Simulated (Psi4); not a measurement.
# One shape, several levels: SiClF2 (SMILES F[Si](F)Cl)

We compute a comparison of 5 runs (UHF/3-21G, UHF/aug-cc-pVTZ, UPBE/STO-3G, UPBE/6-31G**, UB3LYP/6-31G*) of SiClF2. 

Program for the calculation: Psi4 1.11.

3 further runs of the same task are left out: 1 that didn't finish, 2 set aside as unsound or not needed.

**1. The system as given**

SiClF2 has 4 atoms, charge 0, and is taken as a doublet. As SMILES, `F[Si](F)Cl`. Geometry: relaxed at PBE0-D4/def2-TZVP.

Bond lengths: F1–Si2 1.585 Å, Si2–F3 1.585 Å, Si2–Cl4 2.036 Å. Angles: F1–Si2–F3 107.0°, F1–Si2–Cl4 108.9°, F3–Si2–Cl4 108.9°.

**2. Energy and gradient at UHF/3-21G (run 1)**

clf2si.inp

```
memory 1.6 GB

molecule {
  0 2
  F
  Si 1 1.58477
  F 2 1.584644 1 106.956
  Cl 2 2.035544 3 108.93432 1 -117.58997
  symmetry c1
}

set globals {
  basis         3-21G
  reference     uhf
  puream        true
  e_convergence 1e-09
  d_convergence 1e-08
  scf_type      pk
  maxiter       200
}

e_tot = gradient("scf")
```

The run is started by

```bash
$ psi4 -i clf2si.inp -o clf2si.out -n 1
```

clf2si.out:

```text
[...]
  Running in c1 symmetry.
[...]
  Nuclear repulsion =  217.599315207148237
[...]
  Multiplicity = 2
[...]
  Nalpha       = 25
  Nbeta        = 24
[...]
    Number of basis functions: 44
[...]
   @UHF iter   1:  -942.54492057845482   -5.95766e-01   9.03310e-03 ADIIS/DIIS
[...]
   @UHF iter  12:  -942.61551006064224   -1.13687e-13   7.76600e-09 DIIS
[...]
   @S^2 Observed:                7.533949861E-01
[...]
    Orbital Energies [Eh]
    ---------------------
    Alpha Occupied:
       1A   -104.130436     2A    -68.474630     3A    -26.185901
       4A    -26.185353     5A    -10.528092     6A     -7.993539
       7A     -7.986891     8A     -7.986326     9A     -6.275419
      10A     -4.374059    11A     -4.368196    12A     -4.366704
      13A     -1.632881    14A     -1.609320    15A     -1.156185
      16A     -0.808391    17A     -0.722875    18A     -0.711758
      19A     -0.702238    20A     -0.667365    21A     -0.650625
      22A     -0.598057    23A     -0.516126    24A     -0.506084
      25A     -0.404955
    Alpha Virtual:
[...]
  @UHF Final Energy:  -942.61551006064224
   => Energetics <=
    Nuclear Repulsion Energy =            217.5993152071482371
    One-Electron Energy =               -1742.0190899895953862
    Two-Electron Energy =                 581.8042647218048842
    Total Energy =                       -942.6155100606422366
  UHF NO Occupations:
  HONO-2 :   23  A 1.9996932
  HONO-1 :   24  A 1.9989728
[...]
 Multipole Moments:
 ------------------------------------------------------------------------------------
     Multipole            Electronic (a.u.)      Nuclear  (a.u.)        Total (a.u.)
 ------------------------------------------------------------------------------------
 L = 1.  Multiply by 2.5417464519 to convert [e a0] to [Debye]
 Dipole X            :         -0.9578716            0.0814684           -0.8764033
 Dipole Y            :         -0.3793111            0.6792972            0.2999861
 Dipole Z            :         -0.2806823            0.5031042            0.2224219
 Magnitude           :                                                    0.9526520
[...]
  -Total Gradient:
     Atom            X                  Y                   Z
    ------   -----------------  -----------------  -----------------
       1        0.000436764655     0.003263160669     0.026879191600
       2        0.036748523973    -0.009990977716    -0.007280572674
       3        0.000434054164     0.026774512575    -0.004753111840
       4       -0.037619342807    -0.020046695527    -0.014845507084
[...]
```

It took 1.4 s on 1 thread of Intel Xeon 6975P-C (Granite Rapids), shared host; peak memory 0.18 GiB.

**3. Energy and gradient at UHF/aug-cc-pVTZ (density fitting) (run 2)**

input.in

```
memory 1600 MB

molecule m {
  0 2
  F      2.47213972     0.24377467     1.50800145
  Si     0.41800742    -0.59809832    -0.50210023
  F     -1.64746324    -2.18716902     0.97301998
  Cl    -1.24268390     2.54149267    -1.97911017
  units au
}

set basis aug-cc-pVTZ
set reference uhf
set scf_type df

e, wfn = gradient('hf', return_wfn=True)
print_variables()
```

The run is started by

```bash
$ psi4 -n 1 input.in input.out
```

input.out:

```text
[...]
  Running in c1 symmetry.
[...]
  Nuclear repulsion =  217.599299714538603
[...]
  Multiplicity = 2
[...]
  Nalpha       = 25
  Nbeta        = 24
[...]
    Number of basis functions: 192
[...]
   @DF-UHF iter   1:  -947.49505003463696   -6.95581e-01   2.39782e-03 ADIIS/DIIS
[...]
   @DF-UHF iter  13:  -947.57478875549350   -6.70752e-12   7.08164e-09 DIIS
[...]
   @S^2 Observed:                7.534971711E-01
[...]
    Orbital Energies [Eh]
    ---------------------
    Alpha Occupied:
       1A   -104.861828     2A    -68.917729     3A    -26.324933
       4A    -26.324899     5A    -10.588171     6A     -8.056711
       7A     -8.053087     8A     -8.052871     9A     -6.254771
      10A     -4.364806    11A     -4.358179    12A     -4.357855
      13A     -1.639780    14A     -1.620469    15A     -1.135018
      16A     -0.821750    17A     -0.751435    18A     -0.723191
      19A     -0.717737    20A     -0.691183    21A     -0.671642
      22A     -0.609707    23A     -0.512136    24A     -0.502379
      25A     -0.405035
    Alpha Virtual:
[...]
  @DF-UHF Final Energy:  -947.57478875549350
   => Energetics <=
    Nuclear Repulsion Energy =            217.5992997145386028
    One-Electron Energy =               -1748.3344180679246165
    Two-Electron Energy =                 583.1603295978925416
    Total Energy =                       -947.5747887554935005
  UHF NO Occupations:
  HONO-2 :   23  A 1.9997957
  HONO-1 :   24  A 1.9987360
[...]
 Multipole Moments:
 ------------------------------------------------------------------------------------
     Multipole            Electronic (a.u.)      Nuclear  (a.u.)        Total (a.u.)
 ------------------------------------------------------------------------------------
 L = 1.  Multiply by 2.5417464519 to convert [e a0] to [Debye]
 Dipole X            :          0.1952834           -0.0394346            0.1558488
 Dipole Y            :         -0.4126058            0.2454116           -0.1671941
 Dipole Z            :          0.3693434           -0.8120431           -0.4426997
 Magnitude           :                                                    0.4982226
[...]
  -Total Gradient:
     Atom            X                  Y                   Z
    ------   -----------------  -----------------  -----------------
       1        0.010370630559     0.004257697930     0.009068698619
       2       -0.000487841425     0.004095893984    -0.015475564784
       3       -0.010171205729    -0.007857144693     0.006354495187
       4        0.000288416600    -0.000496447238     0.000052370982
[...]
```

Wall time 6.9 s (1 thread of Intel Xeon 6975P-C (Granite Rapids), shared host); peak memory 0.43 GiB.

Runs 3 to 4 aren't shown in full; the table further down has their settings and results.

**4. Energy and gradient at UB3LYP/6-31G(d) (Cartesian functions) (run 5)**

job.py

```python
import psi4

psi4.set_memory(1600000000)
psi4.set_num_threads(1)
psi4.set_output_file('output.dat', False)

geom = psi4.geometry("""
0 2
F
Si 1 1.58477
F 2 1.584644 1 106.956
Cl 2 2.035544 3 108.93432 1 -117.58997
symmetry c1
no_reorient
no_com
""")

options = {'reference': 'uks', 'puream': False, 'e_convergence': 1e-09, 'd_convergence': 1e-08, 'scf_type': 'pk', 'dft_radial_points': 99, 'dft_spherical_points': 590, 'maxiter': 200}
psi4.set_options(options)

e_tot, wfn = psi4.gradient("b3lyp/6-31G*", molecule=geom, return_wfn=True)
psi4.oeprop(wfn, "QUADRUPOLE", "WIBERG_LOWDIN_INDICES", "MAYER_INDICES")
print('gradient / Eh bohr^-1')
print(e_tot.np.round(6))
print(f'energy = {wfn.energy():.10f} Eh')
```

The run is started by

```bash
$ python job.py
```

output.dat:

```text
[...]
  Running in c1 symmetry.
[...]
  Nuclear repulsion =  217.599315207148237
[...]
  Multiplicity = 2
[...]
  Nalpha       = 25
  Nbeta        = 24
[...]
    Number of basis functions: 68
[...]
   @UKS iter   1:  -949.39534313599734   -2.43099e-01   7.56345e-03 ADIIS/DIIS
[...]
   @UKS iter  12:  -949.48448239616107   -7.95808e-13   4.50085e-09 DIIS
[...]
   @S^2 Observed:                7.512664335E-01
[...]
  @UKS Final Energy:  -949.48448239616107
   => Energetics <=
    Nuclear Repulsion Energy =            217.5993152071482371
    One-Electron Energy =               -1748.5325869374833019
    Two-Electron Energy =                 638.0729992033014923
    DFT Exchange-Correlation Energy =     -56.6242098691274833
    Empirical Dispersion Energy =           0.0000000000000000
    VV10 Nonlocal Energy =                  0.0000000000000000
    Total Energy =                       -949.4844823961610700
[...]
  -Total Gradient:
     Atom            X                  Y                   Z
    ------   -----------------  -----------------  -----------------
       1        0.000187874029    -0.000580595984     0.013460961529
       2        0.010000823674    -0.006619985557    -0.004807034403
       3        0.000185175739     0.012794539237    -0.004509601208
       4       -0.010437377791    -0.005647834558    -0.004184332185
[...]
 Multipole Moments:
 ------------------------------------------------------------------------------------
     Multipole            Electronic (a.u.)      Nuclear  (a.u.)        Total (a.u.)
 ------------------------------------------------------------------------------------
 L = 1.  Multiply by 2.5417464519 to convert [e a0] to [Debye]
 Dipole X            :         -0.4438403            0.0814684           -0.3623719
 Dipole Y            :         -0.4884688            0.6792972            0.1908284
 Dipole Z            :         -0.3615204            0.5031042            0.1415839
 Magnitude           :                                                    0.4333300
 L = 2.  Multiply by 1.3450342976 to convert [e a0^2] to [Debye ang]
 Quadrupole XX       :       -140.1536972          115.4491827          -24.7045145
 Quadrupole XY       :        -89.9841724           89.1802202           -0.8039522
[...]
```

The script printed:

```text
gradient / Eh bohr^-1
[[ 0.000188 -0.000581  0.013461]
 [ 0.010001 -0.00662  -0.004807]
 [ 0.000185  0.012795 -0.00451 ]
 [-0.010437 -0.005648 -0.004184]]
energy = -949.4844823962 Eh
```

Run time: 9.3 s. Hardware: 1 thread of Intel Xeon 6975P-C (Granite Rapids), shared host; peak memory 0.61 GiB.

**5. All runs side by side**

```
run                                                   level  integrals  integral approximation  energy (Eh)  dipole moment (D)  HOMO energy (eV)  LUMO energy (eV)  wall time
  1                                               UHF/3-21G         pk                    none  -942.615510               2.42            -11.02             -0.29      1.4 s
  2                       UHF/aug-cc-pVTZ (density fitting)         df       program's default  -947.574789               1.27            -11.02              0.16      6.9 s
  3  UPBE/STO-3G (density fitting, ddCOSMO dichloromethane)         df       program's default  -937.601033               2.76             -1.80             -0.59      2.9 s
  4                      UPBE/6-31G** (spherical functions)         pk                    none  -948.921062               0.92             -6.05             -4.24        9 s
  5                     UB3LYP/6-31G* (Cartesian functions)         pk                    none  -949.484482               1.10             -7.11             -3.78      9.3 s
```

**6. What came out**

| quantity | value |
| --- | --- |
| run 5: total energy | -949.48448 Eh |
| run 5: dipole moment | 1.10 D |
| run 5: HOMO energy (highest over α and β) | -7.11 eV |
| run 5: LUMO energy (lowest over α and β) | -3.78 eV |
| run 5: ⟨S²⟩ | 0.751 |
| run 5: largest force on an atom | 0.698 eV/Å |

What this shows: The dipole moment (its size) runs from 0.92 D (UPBE/6-31G**) to 2.76 D (UPBE/STO-3G). The two ends differ in basis and solvent. Totals of different functionals can't be ranked against each other. In run 3 the basis is minimal, so the values are rough. All runs together took 30 s, the longest 9.3 s.
